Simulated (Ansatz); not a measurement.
Crystal: ZnRe2.

```
Zn Re
1.0
     0.00000    2.89556    2.89556
     2.89556    0.00000    2.89556
     2.89556    2.89556    0.00000
Zn Re
1 2
Direct
  0.00000 0.00000 0.00000
  0.75000 0.75000 0.75000
  0.25000 0.25000 0.25000
```

The cell was built by a generator and needn't be a form met in nature.

Base run:

| Item | Value |
| --- | --- |
| Program | Ansatz 0.2.0 |
| Functional | PBE |
| Potentials or basis | Ansatz PAW |
| Cutoff | 420 eV (not typed: the program's choice for these potentials) |
| k mesh | 8 × 8 × 8 |
| Occupations | fermi-dirac, width 0.05 eV |
| Spin | no spin polarisation |

Its results: band gap on the k mesh none (metal or under the smearing width); pressure 0.0 GPa.

The run is repeated on the same cell with these changes: functional from PBE to r2SCAN; cutoff from 420 eV (not typed: the program's choice for these potentials) to 500 eV (not typed: the program's choice for these potentials). What comes out?

Band gap on the k mesh none (metal or under the smearing width); pressure -5.1 GPa.

Caveats: spin-orbit coupling is left out, which moves the levels of the heavy elements; the PAW data sets come from PBE, with cores solved anew for the run's functional, which leaves a small shift of forces and pressure (some runs).
